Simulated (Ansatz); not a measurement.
**TaTlO2: a closer look at a trial structure**

Aim: for this structure of TaTlO2, see whether it has a gap, which orbitals make up the states near it and how charge is shared.

Computed with Ansatz 0.2.0 (DFT PBE, scalar-relativistic, plane waves, PAW, unless a step's input says otherwise).

1 further run of the same task is left out (set aside as unsound or not needed).

## 1. The structure to begin with

The structure is hexagonal, space group P6/mmm (No. 191). Conventional cell: a = 3.669 Å, b = 3.669 Å, c = 6.216 Å, α = 90.00°, β = 90.00°, γ = 120.00°. Around Ta (site symmetry 6/mmm) lie 6 O at 2.12 Å. Around Tl (site symmetry 6/mmm) lie 2 Ta at 3.11 Å. Around O (site symmetry -6m2) lie 3 Ta at 2.12 Å and 3 O at 2.12 Å.

Coordinates:

```
Ta Tl O
1.0
     3.66933    0.00000    0.00000
    -1.83466    3.17773    0.00000
     0.00000    0.00000    6.21606
Ta Tl O
1 1 2
Cartesian
  0.0000 0.0000 3.1080
  0.0000 0.0000 0.0000
  0.0000 2.1185 3.1080
  1.8347 1.0592 3.1080
```

The cell was relaxed beforehand at this level, from a generated guess; it needn't be the stable form of this composition. At a tolerance of 0.05 Å it has space group P6/mmm (No. 191); it has 18.12 Å³/atom, an uncorrected energy of -1.16 eV/atom over the elements.

## 2. Static run: bands, density of states and charges

Contents of input.yaml:

```yaml
crystal:
  lattice:
    - [3.6693273808, 0.0, 0.0]
    - [-1.8346636904, 3.1777307266, 0.0]
    - [0.0, 0.0, 6.2160640602]
  atoms:
    - { symbol: Ta, position: [0.0, 0.0, 0.5] }
    - { symbol: Tl, position: [0.0, 0.0, 0.0] }
    - { symbol: O, position: [0.3333333333, 0.6666666667, 0.5] }
    - { symbol: O, position: [0.6666666667, 0.3333333333, 0.5] }
basis:
  ecutwfc: 420
kpoints:
  mp_grid: { grid: [12, 12, 8] }
  band_path:
    path:
      - [[0.0, 0.0, 0.0], [0.5, 0.0, 0.0], [0.33333333, 0.33333333, 0.0], [0.0, 0.0, 0.0], [0.0, 0.0, 0.5], [0.5, 0.0, 0.5], [0.33333333, 0.33333333, 0.5], [0.0, 0.0, 0.5]]
      - [[0.5, 0.0, 0.5], [0.5, 0.0, 0.0]]
      - [[0.33333333, 0.33333333, 0.5], [0.33333333, 0.33333333, 0.0]]
    npoints: 14
hamiltonian:
  xc: pbe
scf:
  occupations: { method: gaussian, width: 0.1 }
  n_extra_bands: 10
output:
  forces: true
  stress: true
  eigenvalues: true
  populations: true
  dos: { projected: true, de: 0.02, nscf_kmesh: { grid: [15, 15, 10] } }
  bader: true
```

Command:

```sh
> ansatz run input.yaml --threads 1 --pin off --max-ram 2048MiB --backend cpu --events-out ev --progress --plain --runs-dir out
```

**Question.** What will these runs give? Wanted: gap; states at the Fermi level; Bader charges.

**Answer**, as computed:

| quantity | value |
| --- | --- |
| gap | none (metal) |
| states at the Fermi level | 1.20 per eV per cell |
| Bader charges | Ta +2.35, Tl -0.04, O -1.15 e |

What this shows: There is no gap at this level. Of the projected weight within 0.25 eV of the Fermi level, the largest part is Tl 6p (65 %) and Ta 5d (14 %). Charge transfer between the atoms is strong (Bader charges up to 2.3 e). These runs have no spin-orbit coupling; with Ta, Tl it would split and shift bands.
